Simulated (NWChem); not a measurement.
# One shape, several levels: GaCNCl2 (SMILES N#[C][Ga]([Cl])[Cl])

Aim: a comparison of 6 runs (HF/STO-3G, PBE/cc-pVDZ, B3LYP/cc-pVDZ, M06-2X/cc-pVDZ, PBE0/cc-pVDZ, B3LYP/6-31G*) of GaCNCl2. 

The calculation is run with NWChem 7.3.0.

3 further runs of the same task are left out: 1 that didn't finish, 2 set aside as unsound or not needed.

## Step 1: Starting point

The species is GaCNCl2 (5 atoms), meant as a singlet with charge 0. As SMILES, `N#[C][Ga]([Cl])[Cl]`. The coordinates come from a PBE0-D4/def2-TZVP relaxation.

Bond lengths: N1–C2 1.152 Å, C2–Ga3 1.918 Å, Ga3–Cl4 2.106 Å, Ga3–Cl5 2.106 Å. Angles: N1–C2–Ga3 180.0°, C2–Ga3–Cl4 119.8°, C2–Ga3–Cl5 119.8°, Cl4–Ga3–Cl5 120.5°.

## Step 2: Energy and gradient at HF/STO-3G (run 1)

ccl2gan.xyz

```xyz
5

N      0.909600    -1.318100     1.914000
C      0.493500    -0.715000     1.025200
Ga    -0.199400     0.288700    -0.455700
Cl    -1.735500    -0.526200    -1.643200
Cl     0.581700     2.197000    -0.881800
```

run.py

```python
from ase.io import read
from ase.calculators.nwchem import NWChem

mol = read('ccl2gan.xyz')

calc = NWChem(
    label='ccl2gan',
    theory='scf',
    memory='2200 mb',
    basis='STO-3G',
    basispar='spherical bse',
    scf={'nopen': '0', 'rhf': None, 'thresh': '1e-08', 'maxiter': '80'},
)
mol.calc = calc

forces = mol.get_forces()
print("Total energy (eV):", round(mol.get_potential_energy(), 6))
print("forces (eV/A):")
for s, f in zip(mol.symbols, forces):
    print(f"{s:2s} {f[0]:10.5f} {f[1]:10.5f} {f[2]:10.5f}")
print("dipole (e A):", mol.get_dipole_moment().round(4))
```

On the command line:

```sh
$ export ASE_NWCHEM_COMMAND="nwchem PREFIX.nwi > PREFIX.nwo"
$ python run.py
```

What it wrote:

```text
Total energy (eV): -78949.112822
forces (eV/A):
N     0.40274   -0.58313    0.86086
C    -1.52364    2.20616   -3.25661
Ga    0.67322   -0.97625    1.44002
Cl    1.02510    0.61794    0.74140
Cl   -0.57742   -1.26473    0.21433
dipole (e A): [-0.0582  0.0845 -0.1243]
```

The calculator wrote ccl2gan.nwi:

```
title "ccl2gan"

permanent_dir ccl2gan

scratch_dir ccl2gan

start ccl2gan

geometry units angstrom nocenter noautosym noautoz
  N  9.0959999999999996e-01 -1.3181000000000000e+00 1.9139999999999999e+00
  C  4.9349999999999999e-01 -7.1499999999999997e-01 1.0251999999999999e+00
  Ga -1.9939999999999999e-01 2.8870000000000001e-01 -4.5569999999999999e-01
  Cl -1.7355000000000000e+00 -5.2620000000000000e-01 -1.6432000000000000e+00
  Cl 5.8169999999999999e-01 2.1970000000000001e+00 -8.8180000000000003e-01
end

memory 2200 mb

basis spherical bse noprint
   * library STO-3G
end

scf
  nopen 0
  rhf
  thresh 1e-08
  maxiter 80
end

task scf gradient
```

ccl2gan.nwo, cut to the lines that bear on the results:

```text
[...]
      One-electron energy =  -4995.231925828019
[... 1 line left out ...]
 Nuclear repulsion energy =    473.692777724051
[... 54 lines left out ...]
                       ROHF Final Molecular Orbital Analysis
[... 232 lines left out ...]
     1   1 0 0     -0.109969      0.000000    -31.119630
[...]
  wavefunction    =   RHF
                         RHF ENERGY GRADIENTS
    atom               coordinates                        gradient
                 x          y          z           x          y          z
   1 N       1.718895  -2.490848   3.616936   -0.007832   0.011340  -0.016741
   2 C       0.932580  -1.351154   1.937347    0.029630  -0.042903   0.063331
   3 Ga     -0.376811   0.545564  -0.861148   -0.013092   0.018985  -0.028004
   4 Cl     -3.279619  -0.994374  -3.105198   -0.019935  -0.012017  -0.014418
   5 Cl      1.099254   4.151728  -1.666360    0.011229   0.024595  -0.004168
[...]
```

It took 12 s on 1 thread of Intel Xeon Platinum 8259CL at 2.50GHz (Skylake/Cascade Lake), shared host; peak memory 0.096 GiB.

## Step 3: Energy and gradient at PBE/cc-pVDZ (run 2)

job.nw

```
start job
memory stack 880 mb heap 220 mb global 1100 mb
charge 0

geometry units atomic noautosym nocenter noautoz
  N   1.71889488 -2.49084800  3.61693580
  C   0.93257984 -1.35115418  1.93734722
  Ga -0.37681139  0.54556393 -0.86114819
  Cl -3.27961969 -0.99437389 -3.10519797
  Cl  1.09925369  4.15172830 -1.66636050
end

basis spherical bse
  N library cc-pVDZ
  C library cc-pVDZ
  Ga library cc-pVDZ
  Cl library cc-pVDZ
end

dft
  xc xpbe96 cpbe96
  grid fine
  convergence energy 1e-08
  iterations 100
  mulliken
  print low
end

task dft gradient
```

On the command line:

```sh
$ nwchem job.nw > job.out
```

What it wrote:

```text
[...]
 d= 0,ls=0.0,diis     1  -2937.2792323177 -3.41D+03  2.16D-02  9.67D-01    25.0
[...]
 d= 0,ls=0.0,diis    12  -2937.4092622040 -5.58D-10  7.78D-08  7.98D-11   197.8
         Total DFT energy =    -2937.409262204020
      One electron energy =    -5021.658916603224
           Coulomb energy =     1753.616372518581
    Exchange-Corr. energy =     -143.059461448484
 Nuclear repulsion energy =      473.692743329107
[...]
      Total Density - Mulliken Population Analysis
     ---------------------------------------------
    Atom       Charge   Shell Charges
 -----------   ------   -------------------------------------------------------
    1 N    7     7.05   2.01  0.84  0.78  2.20  1.18  0.04
    2 C    6     6.10   2.01  0.71  0.56  1.99  0.78  0.05
    3 Ga  31    30.58   2.00  2.00  2.02  0.88  0.09  6.00  6.00  1.09  0.21  9.88  0.41
    4 Cl  17    17.14   2.00  2.03  0.97  0.92  6.00  3.06  2.13  0.02
    5 Cl  17    17.14   2.00  2.03  0.97  0.92  6.00  3.06  2.13  0.02
[...]
                         DFT ENERGY GRADIENTS
    atom               coordinates                        gradient
                 x          y          z           x          y          z
   1 N       1.718895  -2.490848   3.616936   -0.021397   0.031007  -0.045710
   2 C       0.932580  -1.351154   1.937347    0.019744  -0.028607   0.042179
   3 Ga     -0.376811   0.545564  -0.861148   -0.003006   0.004412  -0.006471
   4 Cl     -3.279620  -0.994374  -3.105198    0.009097   0.004558   0.007217
   5 Cl      1.099254   4.151728  -1.666361   -0.004438  -0.011370   0.002785
 Task  times  cpu:      285.4s     wall:      285.4s
 Total times  cpu:      285.4s     wall:      285.4s
```

Wall time 4.8 min (1 thread of Intel Xeon Platinum 8259CL at 2.50GHz (Skylake/Cascade Lake), shared host); peak memory 0.12 GiB.

Runs 3 to 4 aren't shown in full; the table further down has their settings and results.

## Step 4: Energy and gradient at PBE0/cc-pVDZ (run 5)

ccl2gan.nw

```
start ccl2gan
title "CCl2GaN"
memory 2200 mb

geometry units angstroms noautosym nocenter noautoz
 N      0.909600    -1.318100     1.914000
 C      0.493500    -0.715000     1.025200
 Ga    -0.199400     0.288700    -0.455700
 Cl    -1.735500    -0.526200    -1.643200
 Cl     0.581700     2.197000    -0.881800
end

basis spherical bse
 * library cc-pVDZ
end

dft
 xc pbe0
 grid fine
 convergence energy 1e-08
 iterations 100
 mulliken
end

task dft gradient
```

On the command line:

```sh
$ nwchem ccl2gan.nw > ccl2gan.out
```

What it wrote:

```text
[...]
          Wavefunction type:  closed shell.
          No. of atoms     :     5
          No. of electrons :    78
[...]
          Charge           :     0
          Spin multiplicity:     1
[...]
          AO basis - number of functions:    91
[...]
              XC Information
              --------------
                         PBE0 Method XC Functional
                     Hartree-Fock (Exact) Exchange  0.250
          PerdewBurkeErnzerhof Exchange Functional  0.750
            Perdew 1991 LDA Correlation Functional  1.000 local
           PerdewBurkeErnz. Correlation Functional  1.000 non-local
[...]
 d= 0,ls=0.0,diis     1  -2937.4145488860 -3.41D+03  1.60D-02  7.74D-01    26.3
[...]
 d= 0,ls=0.0,diis    10  -2937.5275362414 -3.60D-09  2.60D-07  5.46D-10   171.0
         Total DFT energy =    -2937.527536241401
      One electron energy =    -5022.070635244216
           Coulomb energy =     1754.088591296477
    Exchange-Corr. energy =     -143.238270017713
 Nuclear repulsion energy =      473.692777724051
[...]
      Total Density - Mulliken Population Analysis
     ---------------------------------------------
    Atom       Charge   Shell Charges
 -----------   ------   -------------------------------------------------------
    1 N    7     7.07   2.01  0.84  0.80  2.18  1.20  0.04
    2 C    6     6.13   2.01  0.70  0.58  1.97  0.81  0.05
    3 Ga  31    30.45   2.00  2.00  2.01  0.83  0.07  6.00  6.00  1.06  0.17  9.90  0.40
    4 Cl  17    17.18   2.00  2.03  0.96  0.94  6.00  3.06  2.17  0.02
    5 Cl  17    17.18   2.00  2.03  0.96  0.94  6.00  3.06  2.17  0.02
[...]
  wavefunction    = closed shell
                         DFT ENERGY GRADIENTS
    atom               coordinates                        gradient
                 x          y          z           x          y          z
   1 N       1.718895  -2.490848   3.616936   -0.010024   0.014523  -0.021418
   2 C       0.932580  -1.351154   1.937347    0.009649  -0.013974   0.020617
   3 Ga     -0.376811   0.545564  -0.861148   -0.001836   0.002717  -0.003969
   4 Cl     -3.279619  -0.994374  -3.105198    0.004177   0.001987   0.003386
   5 Cl      1.099254   4.151728  -1.666360   -0.001965  -0.005253   0.001383
[...]
```

Run time: 4.4 min. Hardware: 1 thread of Intel Xeon Platinum 8259CL at 2.50GHz (Skylake/Cascade Lake), shared host; peak memory 0.12 GiB.

## Step 5: Energy and gradient at B3LYP/6-31G(d) (Cartesian functions) (run 6)

ccl2gan.nw

```
START ccl2gan
TITLE "CCl2GaN"
memory 2200 mb
charge 0

GEOMETRY noautosym nocenter noautoz
 N     0.909600   -1.318100    1.914000
 C     0.493500   -0.715000    1.025200
 Ga   -0.199400    0.288700   -0.455700
 Cl   -1.735500   -0.526200   -1.643200
 Cl    0.581700    2.197000   -0.881800
END

BASIS
 N library 6-31G*
 C library 6-31G*
 Ga library 6-31G*
 Cl library 6-31G*
END

DFT
 xc b3lyp
 grid fine
 convergence energy 1e-08
 iterations 100
 mulliken
END

TASK dft gradient
```

On the command line:

```sh
$ nwchem ccl2gan.nw > ccl2gan.out
```

What it wrote:

```text
[...]
          Wavefunction type:  closed shell.
          No. of atoms     :     5
          No. of electrons :    78
[...]
          Charge           :     0
          Spin multiplicity:     1
[...]
          AO basis - number of functions:   103
[...]
              XC Information
              --------------
                         B3LYP Method XC Potential
                     Hartree-Fock (Exact) Exchange  0.200
                        Slater Exchange Functional  0.800 local
                    Becke 1988 Exchange Functional  0.720 non-local
              Lee-Yang-Parr Correlation Functional  0.810
                  VWN I RPA Correlation Functional  0.190 local
[...]
 d= 0,ls=0.0,diis     1  -2937.8464888568 -3.41D+03  2.30D-02  1.59D+00     5.8
[...]
 d= 0,ls=0.0,diis    11  -2937.9730649471 -9.50D-09  4.70D-07  2.41D-09    41.7
         Total DFT energy =    -2937.973064947104
      One electron energy =    -5021.556697285286
           Coulomb energy =     1753.802957209164
    Exchange-Corr. energy =     -143.912102595033
 Nuclear repulsion energy =      473.692777724051
[...]
      Total Density - Mulliken Population Analysis
     ---------------------------------------------
    Atom       Charge   Shell Charges
 -----------   ------   -------------------------------------------------------
    1 N    7     7.35   1.99  0.85  2.24  1.13  1.16 -0.02
    2 C    6     5.62   1.99  0.74  1.96  0.47  0.46 -0.00
    3 Ga  31    30.90   2.00  1.99  6.00  1.95  5.99  1.24  1.59 -0.04  0.03  6.87  2.95  0.32
    4 Cl  17    17.07   2.00  1.99  5.97  1.47  3.62  0.50  1.55 -0.03
    5 Cl  17    17.07   2.00  1.99  5.97  1.47  3.62  0.50  1.55 -0.03
[...]
  wavefunction    = closed shell
                         DFT ENERGY GRADIENTS
    atom               coordinates                        gradient
                 x          y          z           x          y          z
   1 N       1.718895  -2.490848   3.616936   -0.010425   0.015103  -0.022276
   2 C       0.932580  -1.351154   1.937347    0.009808  -0.014204   0.020961
   3 Ga     -0.376811   0.545564  -0.861148   -0.002664   0.003914  -0.005739
   4 Cl     -3.279619  -0.994374  -3.105198    0.006578   0.003407   0.005142
   5 Cl      1.099254   4.151728  -1.666360   -0.003298  -0.008220   0.001912
[...]
```

Wall time 62 s (1 thread of Intel Xeon Platinum 8259CL at 2.50GHz (Skylake/Cascade Lake), shared host); peak memory 0.12 GiB.

## Step 6: All runs side by side

```csv
run,level,iteration cap,module,energy (Eh),dipole moment (D),HOMO energy (eV),LUMO energy (eV),wall time
1,HF/STO-3G,80,scf,-2901.326406,0.77,-10.46,2.63,12 s
2,PBE/cc-pVDZ,100,dft,-2937.409262,–,–,–,4.8 min
3,B3LYP/cc-pVDZ,100,dft,-2938.263412,1.81,-9.40,-2.70,4.9 min
4,M06-2X/cc-pVDZ,100,dft,-2938.135872,1.73,-11.05,-1.85,4.1 min
5,PBE0/cc-pVDZ,100,dft,-2937.527536,1.77,-9.76,-2.52,4.4 min
6,B3LYP/6-31G* (Cartesian functions),100,dft,-2937.973065,1.75,-9.47,-2.81,62 s
```

## Step 7: Outcome

| quantity | value |
| --- | --- |
| run 6: total energy | -2937.97306 Eh |
| run 6: dipole moment | 1.75 D |
| run 6: HOMO energy | -9.47 eV |
| run 6: LUMO energy | -2.81 eV |
| run 6: HOMO–LUMO gap | 6.66 eV |
| run 6: largest force on an atom | 1.484 eV/Å |

**Reading.** Over runs 1, 3, 4, 5, 6 the dipole moment (its size) runs from 0.77 D (HF/STO-3G) to 1.81 D (B3LYP/cc-pVDZ). The two ends differ in method and basis. Over runs 1, 3, 4, 5, 6 the HOMO–LUMO gap runs from 6.66 eV (B3LYP/6-31G*) to 13.10 eV (HF/STO-3G). Totals of different functionals can't be ranked against each other. In run 1 the basis is minimal, so the values are rough. All runs together took 19 min, the longest 4.9 min.
